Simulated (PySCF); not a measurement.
# SnC⁻: changing the method

Aim: see what other levels and later steps give for SnC⁻.

Program: PySCF 2.14.0. Level of theory: each script names its method and basis. These are calculated values, not measurements.

6 further runs of the same task are left out: 6 that didn't finish.

## Step 1: The starting structure

SnC⁻: 2 atoms, charge -1, spin multiplicity 2.

Bond lengths: Sn1–C2 2.484 Å.

## Step 2: Base script

File input.py:

```python
from pyscf import gto, scf, mp

mol = gto.M(
    atom='Sn 0 0 0; C 0 0 2.484',
    basis='crenbl',
    ecp={'Sn': 'crenbl', 'C': 'crenbl'},
    charge=-1,
    spin=1,
    verbose=4,
)
mf = scf.UHF(mol)
mf.kernel()
mp.MP2(mf).kernel()
mf.dip_moment()
print('orbital energies (hartree):', [e[max(0, n-3):n+3].round(4) for e, n in zip(mf.mo_energy, mol.nelec)])
```

Started as:

```bash
$ OMP_NUM_THREADS=1 python input.py
```

## Step 3: SCF alone

Edit 1 changes step after the SCF: mp2 → none.

input.py, as its differences from that of step 2:

```diff
@@ -1,2 +1,2 @@
-from pyscf import gto, scf, mp
+from pyscf import gto, scf
 
@@ -12,3 +12,2 @@
 mf.kernel()
-mp.MP2(mf).kernel()
 mf.dip_moment()
```

## Step 4: Blyp (UKS)

Edit 2 changes functional: none (Hartree–Fock) → blyp; SCF type: UHF → UKS; step after the SCF: mp2 → analyze.

input.py, as its differences from that of step 2:

```diff
@@ -1,2 +1,2 @@
-from pyscf import gto, scf, mp
+from pyscf import gto, dft
 
@@ -10,5 +10,5 @@
 )
-mf = scf.UHF(mol)
+mf = dft.UKS(mol, xc='blyp')
 mf.kernel()
-mp.MP2(mf).kernel()
+mf.mulliken_pop()
 mf.dip_moment()
```

## Step 5: Gradient

Edit 3 changes step after the SCF: mp2 → gradient.

input.py, as its differences from that of step 2:

```diff
@@ -1,2 +1,2 @@
-from pyscf import gto, scf, mp
+from pyscf import gto, scf
 
@@ -12,3 +12,3 @@
 mf.kernel()
-mp.MP2(mf).kernel()
+mf.nuc_grad_method().kernel()
 mf.dip_moment()
```

## Step 6: Geometry optimisation

Edit 4 changes step after the SCF: mp2 → optimize.

File input.py:

```python
from pyscf import gto, scf
from pyscf.geomopt.geometric_solver import optimize

mol = gto.M(
    atom='Sn 0 0 0; C 0 0 2.484',
    basis='crenbl',
    ecp={'Sn': 'crenbl', 'C': 'crenbl'},
    charge=-1,
    spin=1,
    verbose=4,
)
mf = scf.UHF(mol)
mf.kernel()
mol_eq = optimize(mf, maxsteps=30)
print('optimised geometry (angstrom)')
print(mol_eq.tostring('raw'))
print('orbital energies (hartree):', [e[max(0, n-3):n+3].round(4) for e, n in zip(mf.mo_energy, mol.nelec)])
```

Before running it: what results should come out? Wanted: for each run, E(SCF); from base; gap, α spin; after the SCF.

**Answer**, as computed:

```tsv
run	E(SCF) (hartree)	from base (eV)	cycles	gap, α spin (eV)	after the SCF
base	-73.283595	0	26	6.27	MP2 correlation -9.865 eV
SCF alone	-73.283595	0.0000	26	6.27	n/a
blyp (UKS)	-75.461071	not comparable	34	1.29	n/a
gradient	-73.283595	0.0000	26	6.27	n/a
geometry optimisation	-73.283595	0.0000	26	6.27	bond 2.030 Å, -1.455 eV
```

SCF columns refer to the geometry typed in the script.

Total energies of different functionals can't be compared with each other; differences within one functional can. The dearest run is “geometry optimisation”, at 3.6 s against 0.97 s.
